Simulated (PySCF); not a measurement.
# C3H10OSi: the cost of one run

The runs use PySCF 2.14.0, with density-fitted response routines of our own; the level of theory stands in each step. All values are computed, except where a source is named. Atoms are numbered from 0 throughout.

### 1 The molecule as given

15 atoms, charge 0, multiplicity 1; geometry from: PBE0-D3(BJ)/def2-SVP.

Bonds of the start (Å): C0–C1 1.52, C1–C2 1.53, C2–Si3 1.88, Si3–O4 1.67, C0–H5 1.10, C0–H6 1.10, C0–H7 1.10, C1–H8 1.10, C1–H9 1.11, C2–H10 1.10, C2–H11 1.11, Si3–H12 1.50, Si3–H13 1.49, O4–H14 0.96.

### 2 Core holes by ΔSCF: SCAN, X2C

Job settings and geometry (Å):

```
{"job": {"kind": "xps"}, "charge": 0, "multiplicity": 1}
C     -2.187745     0.088815     0.444795
C     -0.674808     0.006314     0.578272
C      0.049003    -0.197436    -0.752264
Si     1.916823    -0.305771    -0.599630
O      2.566070     1.067104     0.100524
H     -2.597194    -0.835592     0.007229
H     -2.675002     0.241730     1.420315
H     -2.482930     0.922926    -0.211721
H     -0.299272     0.929869     1.054241
H     -0.412776    -0.814565     1.270125
H     -0.191943     0.626920    -1.447225
H     -0.304129    -1.121915    -1.245936
H      2.268217    -1.514713     0.218464
H      2.544665    -0.409850    -1.946786
H      2.449910     1.158077     1.049860
```

With the program's defaults for keys left out, this is: delta-SCF UKS SCAN, pcX-2 on the ionised atom, pcseg-1 elsewhere, spin-free X2C.

Launch:

```sh
$ OMP_NUM_THREADS=1 python probes_run.py task.json out
```

One launch serves the whole session: the jobs run in the order shown.

Q: Estimate the wall time and peak memory of this first job on 1 thread of Arm Neoverse V1, shared host.

About 41 s, with a peak of 0.57 GiB.
